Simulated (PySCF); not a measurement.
**The bond of KSn+, level by level**

One table from this session's results is given with a row withheld; the runs are named, their logs left out.

Computed with PySCF 2.14.0. Level: K def2-SVPD, Sn def2-SVPD with ECP28, scalar-relativistic core potentials.

The first run:

Settings of the job:

```yaml
atoms: K, Sn
charge: 1
basis: K def2-SVPD, Sn def2-SVPD with ECP28
Hamiltonian: scalar-relativistic core potentials
basis_functions: 59
electrons_treated: 40
masses_in_u: 38.9637, 119.9022
levels: PBE0, PBE, r²SCAN, TPSSh, M06-2X, r²SCAN0, HF, MP2, SCS-MP2, CCSD, CCSD(T)
grid: 80 radial by 434 angular points
occupations: held fixed by the projection of orbital angular momentum
dissociation_limit: K+ + Sn, each in its ground configuration
starting_distance_in_angstrom: 3.395
values_of_2S_to_try: 0, 2
```

The run is started by

```bash
$ OMP_NUM_THREADS=1 python dia.py task.json out
```

Steps of the session up to this table: Set-up; First curve: PBE0; Other states along the same grid; PBE (GGA); r²SCAN (meta-GGA); TPSSh (hybrid meta-GGA); M06-2X (hybrid meta-GGA); r²SCAN0 (hybrid meta-GGA); UHF (mean field); Correlated methods on the Hartree–Fock reference.

One table of the session follows, with a row left open; its other results are not shown here.

It belongs to the step «The curves together». Energy (eV) from each level's lowest point:

| R (Å) | UHF | UHF-MP2 | UHF-SCS-MP2 | UHF-CCSD | UHF-CCSD(T) |
| --- | --- | --- | --- | --- | --- |
| 3.346 | 0.201 | 0.166 | 0.173 | n/a | n/a |
| 3.502 | 0.104 | 0.080 | 0.084 | 0.084 | 0.083 |
| 3.658 | ? | ? | ? | ? | ? |
| 3.774 | 0.020 | 0.011 | 0.013 | 0.012 | 0.012 |
| 3.891 | 0.006 | 0.001 | 0.002 | 0.002 | 0.002 |
| 4.008 | 0.000 | 0.000 | 0.000 | 0.000 | 0.000 |
| 4.163 | 0.002 | 0.007 | 0.006 | 0.006 | 0.007 |
| 4.358 | 0.014 | 0.025 | 0.023 | 0.024 | 0.024 |
| 4.591 | 0.037 | 0.055 | 0.052 | 0.053 | 0.053 |

**Question.** Estimate the row for R (Å) = 3.658.

Worked estimate for «UHF». A straight line through the neighbours (3.502, 0.104) and (3.774, 0.020) gives 0.104 + (0.020 − 0.104) × (3.658 − 3.502) / (3.774 − 3.502) = 0.056; a parabola fitted to 4 rows on both sides gives 0.044.

As computed: UHF: 0.046; UHF-MP2: 0.031; UHF-SCS-MP2: 0.034; UHF-CCSD: 0.033; UHF-CCSD(T): 0.033. In «UHF» the line misses by +0.010 and the parabola by -0.002.
